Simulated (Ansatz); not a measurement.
# YSe: pressure against volume

How stiff is YSe, and at what volume does the pressure vanish? The cell is scaled evenly, atoms carried along, and solved with LAPW, PAW and all-electron datasets made for the crystal.

Method: DFT LDA, scalar-relativistic, in Ansatz 0.2.0.

### 1 The system as given

The structure is cubic, space group Fm-3m (No. 225). Conventional cell: a = 5.750 Å, b = 5.750 Å, c = 5.750 Å, α = 90.00°, β = 90.00°, γ = 90.00°. Y (site symmetry m-3m) has 6 Se at 2.87 Å as nearest neighbours. Around Se (site symmetry m-3m) lie 6 Y at 2.87 Å.

As a file:

```cif
data_structure
_symmetry_space_group_name_H-M 'Fm-3m'
_symmetry_Int_Tables_number 225
_cell_length_a 5.7500
_cell_length_b 5.7500
_cell_length_c 5.7500
_cell_angle_alpha 90.000
_cell_angle_beta 90.000
_cell_angle_gamma 90.000
_cell_volume 190.11
loop_
_atom_site_label
_atom_site_type_symbol
_atom_site_symmetry_multiplicity
_atom_site_Wyckoff_symbol
_atom_site_fract_x
_atom_site_fract_y
_atom_site_fract_z
_atom_site_occupancy
Y1 Y 4 a 0.00000 0.00000 0.00000 1
Se1 Se 4 b 0.50000 0.00000 0.00000 1
```

The file gives the conventional cell by its symmetry; the runs use the cell typed in the input.

Atoms are numbered in the order of the input: Y1, Se2.

### 2 Volume × 0.96, LAPW

input.yaml reads:

```yaml
crystal:
  lattice:
    - [0.0, 2.8361438855, 2.8361438855]
    - [2.8361438855, 0.0, 2.8361438855]
    - [2.8361438855, 2.8361438855, 0.0]
  atoms:
    - { symbol: "Y", position: [0.0, 0.0, 0.0] }
    - { symbol: Se, position: [0.5, 0.5, 0.5] }
kpoints:
  mp_grid: { grid: [7, 7, 7] }
  band_path:
    path:
      - [0.0, 0.0, 0.0]
      - [0.5, 0.0, 0.5]
      - [0.625, 0.25, 0.625]
      - [0.375, 0.375, 0.75]
      - [0.0, 0.0, 0.0]
      - [0.5, 0.5, 0.5]
      - [0.5, 0.25, 0.75]
      - [0.5, 0.0, 0.5]
    npoints: 5
scf:
  occupations: { method: fermi_dirac, width: 0.03 }
hamiltonian:
  xc: lda
  pseudopotentials: { kind: all_electron, lapw: { basis_error: 0.00025 } }
output:
  forces: true
  stress: true
  eigenvalues: true
```

The run is started by

```bash
ansatz run input.yaml --threads 1 --pin off --max-ram 3072MiB --backend cpu --events-out ev --progress --plain --runs-dir out
```

### 3 Volume × 0.96, PAW

input.yaml reads:

```yaml
crystal:
  lattice:
    - [0.0, 2.8361438855, 2.8361438855]
    - [2.8361438855, 0.0, 2.8361438855]
    - [2.8361438855, 2.8361438855, 0.0]
  atoms:
    - { symbol: "Y", position: [0.0, 0.0, 0.0] }
    - { symbol: Se, position: [0.5, 0.5, 0.5] }
kpoints:
  mp_grid: { grid: [7, 7, 7] }
scf:
  occupations: { method: fermi_dirac, width: 0.03 }
hamiltonian:
  xc: lda
  pseudopotentials: { kind: paw }
output:
  forces: true
  stress: true
  eigenvalues: true
  efg: { contact_densities: true }
  write_density: true
  write_potential: true
  elf: true
  volumetric_format: npy
```

### 4 Volume × 0.96, crystal datasets

input.yaml: that of step 3 with these lines changed.

```diff
@@ -14,3 +14,3 @@
   xc: lda
-  pseudopotentials: { kind: paw }
+  pseudopotentials: { kind: all_electron, datasets: crystal }
 output:
@@ -20,5 +20 @@
   efg: { contact_densities: true }
-  write_density: true
-  write_potential: true
-  elf: true
-  volumetric_format: npy
```

### 5 Volume × 0.99, LAPW

input.yaml reads:

```yaml
crystal:
  lattice:
    - [0.0, 2.8653845436, 2.8653845436]
    - [2.8653845436, 0.0, 2.8653845436]
    - [2.8653845436, 2.8653845436, 0.0]
  atoms:
    - { symbol: "Y", position: [0.0, 0.0, 0.0] }
    - { symbol: Se, position: [0.5, 0.5, 0.5] }
kpoints:
  mp_grid: { grid: [7, 7, 7] }
  band_path:
    path:
      - [0.0, 0.0, 0.0]
      - [0.5, 0.0, 0.5]
      - [0.625, 0.25, 0.625]
      - [0.375, 0.375, 0.75]
      - [0.0, 0.0, 0.0]
      - [0.5, 0.5, 0.5]
      - [0.5, 0.25, 0.75]
      - [0.5, 0.0, 0.5]
    npoints: 5
scf:
  occupations: { method: fermi_dirac, width: 0.03 }
hamiltonian:
  xc: lda
  pseudopotentials: { kind: all_electron, lapw: { basis_error: 0.00025 } }
output:
  forces: true
  stress: true
  eigenvalues: true
```

### 6 Volume × 0.99, PAW

input.yaml reads:

```yaml
crystal:
  lattice:
    - [0.0, 2.8653845436, 2.8653845436]
    - [2.8653845436, 0.0, 2.8653845436]
    - [2.8653845436, 2.8653845436, 0.0]
  atoms:
    - { symbol: "Y", position: [0.0, 0.0, 0.0] }
    - { symbol: Se, position: [0.5, 0.5, 0.5] }
kpoints:
  mp_grid: { grid: [7, 7, 7] }
scf:
  occupations: { method: fermi_dirac, width: 0.03 }
hamiltonian:
  xc: lda
  pseudopotentials: { kind: paw }
output:
  forces: true
  stress: true
  eigenvalues: true
  efg: { contact_densities: true }
```

### 7 Volume × 0.99, crystal datasets

input.yaml: that of step 6 with these lines changed.

```diff
@@ -14,3 +14,3 @@
   xc: lda
-  pseudopotentials: { kind: paw }
+  pseudopotentials: { kind: all_electron, datasets: crystal }
 output:
```

### 8 Volume × 1.02, LAPW

input.yaml reads:

```yaml
crystal:
  lattice:
    - [0.0, 2.89404029, 2.89404029]
    - [2.89404029, 0.0, 2.89404029]
    - [2.89404029, 2.89404029, 0.0]
  atoms:
    - { symbol: "Y", position: [0.0, 0.0, 0.0] }
    - { symbol: Se, position: [0.5, 0.5, 0.5] }
kpoints:
  mp_grid: { grid: [7, 7, 7] }
  band_path:
    path:
      - [0.0, 0.0, 0.0]
      - [0.5, 0.0, 0.5]
      - [0.625, 0.25, 0.625]
      - [0.375, 0.375, 0.75]
      - [0.0, 0.0, 0.0]
      - [0.5, 0.5, 0.5]
      - [0.5, 0.25, 0.75]
      - [0.5, 0.0, 0.5]
    npoints: 5
scf:
  occupations: { method: fermi_dirac, width: 0.03 }
hamiltonian:
  xc: lda
  pseudopotentials: { kind: all_electron, lapw: { basis_error: 0.00025 } }
output:
  forces: true
  stress: true
  eigenvalues: true
```

### 9 Volume × 1.02, PAW

input.yaml reads:

```yaml
crystal:
  lattice:
    - [0.0, 2.89404029, 2.89404029]
    - [2.89404029, 0.0, 2.89404029]
    - [2.89404029, 2.89404029, 0.0]
  atoms:
    - { symbol: "Y", position: [0.0, 0.0, 0.0] }
    - { symbol: Se, position: [0.5, 0.5, 0.5] }
kpoints:
  mp_grid: { grid: [7, 7, 7] }
scf:
  occupations: { method: fermi_dirac, width: 0.03 }
hamiltonian:
  xc: lda
  pseudopotentials: { kind: paw }
output:
  forces: true
  stress: true
  eigenvalues: true
  efg: { contact_densities: true }
```

### 10 Volume × 1.02, crystal datasets

input.yaml: that of step 9 with these lines changed.

```diff
@@ -14,3 +14,3 @@
   xc: lda
-  pseudopotentials: { kind: paw }
+  pseudopotentials: { kind: all_electron, datasets: crystal }
 output:
```

### 11 Volume × 1.06, LAPW

input.yaml reads:

```yaml
crystal:
  lattice:
    - [0.0, 2.9313868645, 2.9313868645]
    - [2.9313868645, 0.0, 2.9313868645]
    - [2.9313868645, 2.9313868645, 0.0]
  atoms:
    - { symbol: "Y", position: [0.0, 0.0, 0.0] }
    - { symbol: Se, position: [0.5, 0.5, 0.5] }
kpoints:
  mp_grid: { grid: [7, 7, 7] }
  band_path:
    path:
      - [0.0, 0.0, 0.0]
      - [0.5, 0.0, 0.5]
      - [0.625, 0.25, 0.625]
      - [0.375, 0.375, 0.75]
      - [0.0, 0.0, 0.0]
      - [0.5, 0.5, 0.5]
      - [0.5, 0.25, 0.75]
      - [0.5, 0.0, 0.5]
    npoints: 5
scf:
  occupations: { method: fermi_dirac, width: 0.03 }
hamiltonian:
  xc: lda
  pseudopotentials: { kind: all_electron, lapw: { basis_error: 0.00025 } }
output:
  forces: true
  stress: true
  eigenvalues: true
```

### 12 Volume × 1.06, PAW

input.yaml reads:

```yaml
crystal:
  lattice:
    - [0.0, 2.9313868645, 2.9313868645]
    - [2.9313868645, 0.0, 2.9313868645]
    - [2.9313868645, 2.9313868645, 0.0]
  atoms:
    - { symbol: "Y", position: [0.0, 0.0, 0.0] }
    - { symbol: Se, position: [0.5, 0.5, 0.5] }
kpoints:
  mp_grid: { grid: [7, 7, 7] }
scf:
  occupations: { method: fermi_dirac, width: 0.03 }
hamiltonian:
  xc: lda
  pseudopotentials: { kind: paw }
output:
  forces: true
  stress: true
  eigenvalues: true
  efg: { contact_densities: true }
```

### 13 Volume × 1.06, crystal datasets

input.yaml: that of step 12 with these lines changed.

```diff
@@ -14,3 +14,3 @@
   xc: lda
-  pseudopotentials: { kind: paw }
+  pseudopotentials: { kind: all_electron, datasets: crystal }
 output:
```

(Steps that only read results are left out.)

Q: Predict the outcome of this session.

The runs gave:

| quantity | value |
| --- | --- |
| pressure at 22.81 Å³/atom (LAPW) | -1.40 GPa |
| pressure at 25.19 Å³/atom (LAPW) | -8.27 GPa |

**Reading.** Over this range the mean stiffness −dP/dlnV is 69 GPa by LAPW; the pressure keeps one sign, so equilibrium lies outside the range. No thermal or zero-point expansion is included.
